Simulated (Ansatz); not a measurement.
# CH4BFO2: small, medium and large basis sets

The task here is to estimate one member of a computed series from the others.

Computed with Ansatz 0.2.0, Gaussian basis. Level: one geometry, several basis sets.

Plan: PBE0-D4/def2-SVP; ωB97M-V/def2-SVP; PBE0-D4/def2-QZVPP; ωB97M-V/def2-QZVPP; the functionals' def2-TZVPP values are taken from earlier runs.

## The relaxed structure

All runs share one geometry, relaxed beforehand with PBE0-D4 in a triple-zeta def2 set.

9 atoms, charge 0, spin multiplicity 1.

Atoms are counted from 1 here; the program's logs count them from 0.

Bond lengths: B1–C2 1.593 Å, B1–O3 1.349 Å, B1–H6 1.197 Å, C2–O4 1.371 Å, C2–F5 1.414 Å, C2–H7 1.093 Å, O3–H8 0.960 Å, O4–H9 0.964 Å. Angles: C2–B1–O3 115.2°, C2–B1–H6 122.9°, O3–B1–H6 121.8°, B1–C2–O4 115.2°, B1–C2–F5 103.0°, B1–C2–H7 115.5°, O4–C2–F5 110.1°, O4–C2–H7 107.1°, F5–C2–H7 105.4°, B1–O3–H8 114.7°, C2–O4–H9 108.7°.

Set-up of the first run:

Input file in.yaml:

```yaml
crystal:
  periodic: [false, false, false]
  atoms:
    - {symbol: B, position_ang: [-0.129881, -0.145530, -0.803214]}
    - {symbol: C, position_ang: [0.415518, 0.746509, 0.398116]}
    - {symbol: O, position_ang: [-0.826552, -1.240691, -0.435215]}
    - {symbol: O, position_ang: [-0.139716, 0.478757, 1.622551]}
    - {symbol: F, position_ang: [1.797472, 0.446885, 0.414956]}
    - {symbol: H, position_ang: [0.099088, 0.101067, -1.952382]}
    - {symbol: H, position_ang: [0.354701, 1.827716, 0.246982]}
    - {symbol: H, position_ang: [-1.094757, -1.808997, -1.161012]}
    - {symbol: H, position_ang: [-0.387375, -0.452315, 1.652218]}
basis:
  gaussian: {orbitals: def2-SVP}
hamiltonian: {xc: pbe0, dispersion: d4}
output: {orbitals: {seedname: orbitals}}
```

Launch:

```sh
$ ansatz run in.yaml --threads 2 --pin off --events-out ev --progress --plain --max-ram 4352MiB
```

Steps of the session up to this table: PBE0-D4 in def2-SVP; ωB97M-V in def2-SVP; PBE0-D4 in def2-QZVPP; ωB97M-V in def2-QZVPP.

One of the session's tables, all rows but one given; the rest of the session is left out.

It belongs to the step «Density functionals: the series». 

| functional | basis | HOMO (eV) |
| --- | --- | --- |
| PBE0-D4 | def2-SVP | -8.13 |
| PBE0-D4 | def2-TZVPP | -8.37 |
| PBE0-D4 | def2-QZVPP | -8.42 |
| ωB97M-V | def2-SVP | ? |
| ωB97M-V | def2-TZVPP | -10.75 |
| ωB97M-V | def2-QZVPP | -10.80 |

Q: Estimate the row for ωB97M-V, def2-SVP from the others.

As computed: HOMO (eV): -10.49. In the column «HOMO (eV)» it lies between ωB97M-V, def2-TZVPP (-10.75) and PBE0-D4, def2-QZVPP (-8.42).
